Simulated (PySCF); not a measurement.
# RuO2H: doublet, from a trigonal pyramidal start

The task is one start of a wider search on RuO2H: the doublet, from a trigonal pyramidal start. It is relaxed, tested by its Hessian and followed downhill if it is a saddle.

The runs use PySCF 2.14.0; PBE0, basis Ru def2-TZVP with ECP28, O def2-TZVP, H def2-TZVP, scalar-relativistic core potentials, no spin–orbit coupling, density fitting.

## 1. The system as given

4 atoms, charge 0, spin multiplicity 2.

Bond lengths: Ru1–O2 1.710 Å, Ru1–O3 1.710 Å, Ru1–H4 1.570 Å. Angles: O2–Ru1–O3 99.8°, O2–Ru1–H4 99.8°, O3–Ru1–H4 99.8°.

```xyz
4
charge 0 multiplicity 2
Ru    0.0000    0.0000    0.0000
O    -0.7549    1.3076    0.8028
O    -0.7549   -1.3076    0.8028
H     1.3862    0.0000    0.7371
```

## 2. Finding the electronic state

One driver script runs all steps and calls PySCF; scf.py shows how it sets up the SCF of each step. The optimiser is the driver's own. After this first run the driver tries any further starts and a stability analysis.

File scf.py:

```python
from pyscf import gto, scf, dft
mol = gto.M(atom='''
Ru     0.000000     0.000000     0.000000
O     -0.754900     1.307600     0.802800
O     -0.754900    -1.307600     0.802800
H      1.386200     0.000000     0.737100''',
    basis={'Ru': 'def2-TZVP', 'O': 'def2-TZVP', 'H': 'def2-TZVP'},
    ecp={'Ru': 'def2-TZVP'},
    charge=0, spin=1)
mf = dft.UKS(mol, xc='PBE0')
mf.grids.atom_grid = (50, 194)
aux = {'Ru': 'def2-universal-JKFIT', 'O': 'def2-universal-JKFIT', 'H': 'def2-universal-JKFIT'}
mf = mf.density_fit(auxbasis=aux)
mf.conv_tol = 1e-08
mf.diis_space = 10
mf.max_cycle = 60
mf.init_guess = 'minao'
mf.verbose = 4
mf.kernel()
```

Launch:

```
$ OMP_NUM_THREADS=4 python axn.py task.json out
```

Log:

```text
init E= -237.864525925761
[... the frontier-level lines of each cycle are left out ...]
cycle= 1 E= -245.506235192923  delta_E= -7.64  |g|= 0.715  |ddm|= 3.01
cycle= 2 E= -244.738812579783  delta_E= 0.767  |g|= 1.47  |ddm|= 1.75
cycle= 3 E= -245.640387672158  delta_E= -0.902  |g|= 0.516  |ddm|= 1.52
cycle= 4 E= -245.724068988381  delta_E= -0.0837  |g|= 0.214  |ddm|= 0.312
cycle= 5 E= -245.740110369589  delta_E= -0.016  |g|= 0.0334  |ddm|= 0.118
cycle= 6 E= -245.740547532959  delta_E= -0.000437  |g|= 0.0128  |ddm|= 0.0298
cycle= 7 E= -245.740688103343  delta_E= -0.000141  |g|= 0.00413  |ddm|= 0.0173
cycle= 8 E= -245.740764730128  delta_E= -7.66e-05  |g|= 0.0033  |ddm|= 0.0155
cycle= 9 E= -245.740840040756  delta_E= -7.53e-05  |g|= 0.0033  |ddm|= 0.0146
cycle= 10 E= -245.740771662195  delta_E= 6.84e-05  |g|= 0.00308  |ddm|= 0.0136
cycle= 11 E= -245.740546826819  delta_E= 0.000225  |g|= 0.00141  |ddm|= 0.0745
cycle= 12 E= -245.740526744675  delta_E= 2.01e-05  |g|= 0.000719  |ddm|= 0.026
cycle= 13 E= -245.740526268329  delta_E= 4.76e-07  |g|= 0.000315  |ddm|= 0.00931
cycle= 14 E= -245.740526484681  delta_E= -2.16e-07  |g|= 0.000137  |ddm|= 0.000951
cycle= 15 E= -245.740526552003  delta_E= -6.73e-08  |g|= 6.97e-05  |ddm|= 0.000636
cycle= 16 E= -245.740526568806  delta_E= -1.68e-08  |g|= 3.5e-05  |ddm|= 0.000671
cycle= 17 E= -245.740526571397  delta_E= -2.59e-09  |g|= 1.28e-05  |ddm|= 0.000216
Extra cycle  E= -245.74052657159  delta_E= -1.93e-10  |g|= 2.57e-05  |ddm|= 3.27e-05
converged SCF energy = -245.74052657159  <S^2> = 0.78766988  2S+1 = 2.0373217
```

This step, with its further starts and checks, took 16 s on 4 threads of Arm Neoverse V1, shared host.

The starts that the driver tried:

```csv
start,energy (Eh)
the minimal-basis guess,-245.740527
a thermally smeared density,-245.740527
a smeared PBE density,-245.740527
```

This is not the lowest solution: one lies 15.5 kJ/mol lower, at -245.74644 Eh, and the relaxation starts from that.

## 3. Relaxing the doublet from the trigonal pyramidal start

The program finds Cs symmetry in the start, which this walk keeps.

Changes to scf.py since step 2:

```diff
@@ -3,4 +3,4 @@
-Ru     0.000000     0.000000     0.000000
-O     -0.754900     1.307600     0.802800
-O     -0.754900    -1.307600     0.802800
-H      1.386200     0.000000     0.737100''',
+Ru     0.168656     0.000000    -0.195878
+O     -0.586244     1.307600     0.606922
+O     -0.586244    -1.307600     0.606922
+H      1.554856     0.000000     0.541222''',
@@ -17 +16,0 @@
-mf.init_guess = 'minao'
```

Energy and gradient, step by step:

```csv
step,energy (Eh),change (kJ/mol),largest symmetric gradient (Eh/bohr)
0,-245.746444,0.00,0.05030
1,-245.757380,-28.71,0.00613
2,-245.757866,-29.99,0.00345
3,-245.757890,-30.05,0.00105
4,-245.757892,-30.06,0.00017
```

The walk took 9.3 s.

Geometry (Å) and forces (eV/Å) at some steps:

```
step 0
Ru   0.169   0.000  -0.196  -2.136   0.001   2.587
O   -0.586   1.308   0.607   1.027  -0.014  -1.238
O   -0.586  -1.308   0.607   1.026   0.013  -1.237
H    1.555   0.000   0.541   0.084   0.000  -0.111
step 1
Ru   0.107   0.000  -0.112  -0.200   0.001   0.315
O   -0.549   1.393   0.568   0.088   0.213  -0.142
O   -0.549  -1.393   0.568   0.088  -0.213  -0.141
H    1.542   0.000   0.535   0.024   0.000  -0.032
step 2
Ru   0.094   0.000  -0.091  -0.135   0.003   0.177
O   -0.543   1.422   0.559   0.081  -0.119  -0.084
O   -0.543  -1.422   0.559   0.082   0.117  -0.083
H    1.543   0.000   0.533  -0.028  -0.001  -0.010
step 3
Ru   0.091   0.000  -0.088   0.054   0.001  -0.039
O   -0.540   1.422   0.557  -0.020   0.040   0.021
O   -0.540  -1.422   0.557  -0.020  -0.040   0.021
H    1.540   0.000   0.533  -0.015   0.000  -0.003
step 4
Ru   0.091   0.000  -0.088   0.007   0.001   0.002
O   -0.540   1.423   0.557   0.001   0.001   0.000
O   -0.540  -1.423   0.557   0.001  -0.001   0.000
H    1.540   0.000   0.533  -0.009   0.000  -0.001
```

After 4 steps and 30.1 kJ/mol it ends at Cs: Ru–H 1.576 Å, Ru–O 1.685 Å (×2); H–Ru–O 101.2° (×2), O–Ru–O 115.2°.

## 4. Is it a minimum? Harmonic modes

On the finer grid the gradient is checked again; gradients at displacements of ±0.02 bohr then give force constants and infrared intensities.

Changes to scf.py since step 3:

```diff
@@ -3,4 +3,4 @@
-Ru     0.168656     0.000000    -0.195878
-O     -0.586244     1.307600     0.606922
-O     -0.586244    -1.307600     0.606922
-H      1.554856     0.000000     0.541222''',
+Ru     0.138597     0.000000    -0.157749
+O     -0.491994     1.423437     0.487634
+O     -0.491994    -1.423437     0.487634
+H      1.586452     0.000000     0.463313''',
@@ -11 +11 @@
-mf.grids.atom_grid = (50, 194)
+mf.grids.atom_grid = (75, 302)
@@ -14 +14 @@
-mf.conv_tol = 1e-08
+mf.conv_tol = 1e-10
```

This SCF starts from the last density.

Log of the central SCF (cycles and frontier levels):

```text
init E= -245.757891241574
[... the frontier-level lines of each cycle are left out ...]
cycle= 1 E= -245.757891241665  delta_E= -9.09e-11  |g|= 4.51e-06  |ddm|= 1.96e-05
Extra cycle  E= -245.757891241718  delta_E= -5.29e-11  |g|= 1.28e-05  |ddm|= 2.22e-05
converged SCF energy = -245.757891241718  <S^2> = 1.4479323  2S+1 = 2.6060946
```

The whole step took 58 s.

Geometry: Cs; Ru–H 1.575 Å, Ru–O 1.685 Å (×2); H–Ru–O 101.1° (×2), O–Ru–O 115.3°.

Harmonic modes (main isotopes):

| symmetry | ω (cm⁻¹) | IR (km/mol) | μ (u) |
| --- | --- | --- | --- |
| a' | 308 | 5.1 | 16.61 |
| a' | 517 | 15.2 | 1.15 |
| a'' | 676 | 5.2 | 1.06 |
| a'' | 919 | 129 | 16.12 |
| a' | 989 | 14.1 | 16.87 |
| a' | 2150 | 37.0 | 1.02 |

No imaginary mode, so this is a minimum.

Properties at this point:

* Dipole moment: 3.47 D
* Highest occupied level: -7.01 eV
* Lowest empty level: -4.47 eV
* Rotational constants: 0.746, 0.252, 0.1976 cm⁻¹
* Zero-point energy: 33.3 kJ/mol
* Principal polarisabilities: 31.5, 42.1, 50.3 bohr³
* Atomisation energy without zero-point energy: 1117 kJ/mol
* Principal traceless quadrupole moments about the centre of mass: -5.98, 1.81, 4.18 D Å
* Entropy at 298.15 K and 1 bar (electronic part: spin only): 283.9 J/(mol K)
* Heat capacity Cp at 298.15 K: 52.6 J/(mol K)
* Enthalpy at 298.15 K above 0 K: 12.10 kJ/mol
* Rotational symmetry number: 1
* Spin squared ⟨S²⟩: 1.448

Populations by atom (charges in e):

```json
{"atom": "Ru1", "Mulliken": "0.98", "Löwdin": "0.50", "polar tensor": "1.13", "spin (Mulliken)": "0.50", "Mayer order to Ru1": "–"}
{"atom": "O2,3", "Mulliken": "-0.51", "Löwdin": "-0.26", "polar tensor": "-0.52", "spin (Mulliken)": "0.26", "Mayer order to Ru1": "1.74"}
{"atom": "H4", "Mulliken": "0.04", "Löwdin": "0.03", "polar tensor": "-0.09", "spin (Mulliken)": "-0.02", "Mayer order to Ru1": "0.91"}
```

Mulliken populations on Ru1 (outside its core potential): s 2.40, p 6.34, d 6.25, f 0.03.

## 5. Outcome

| quantity | value |
| --- | --- |
| minimum | doublet, Cs |
| geometry | Ru–H 1.575 Å, Ru–O 1.685 Å (×2); H–Ru–O 101.1° (×2), O–Ru–O 115.3° |
| wavenumbers (cm⁻¹) | 308 (a'), 517 (a'), 676 (a''), 919 (a''), 989 (a'), 2150 (a') |
| dipole moment | 3.47 D |
| highest occupied, lowest empty level (either spin) | -7.01, -4.47 eV |
| polar-tensor charge of Ru1 | +1.13 e |
| zero-point energy | 33.3 kJ/mol |
| entropy at 298.15 K | 283.9 J/(mol K) |
| atomisation energy (no zero-point energy) | 1117 kJ/mol |
| ⟨S²⟩ | 1.448 |

**Reading.** The molecule stays Cs, as typed, and the end point is a minimum. The determinant is spin-contaminated (⟨S²⟩ = 1.45 against 0.75), so it is no pure spin state. In the infrared the band at 919 cm⁻¹ (a'', stretch) leads. The first SCF alone would have been 16 kJ/mol too high. Only this shape and spin were tried, so other structures or states may lie lower. One determinant may miss the lowest occupation of an open d or f shell.

The search up to here took 83 s.
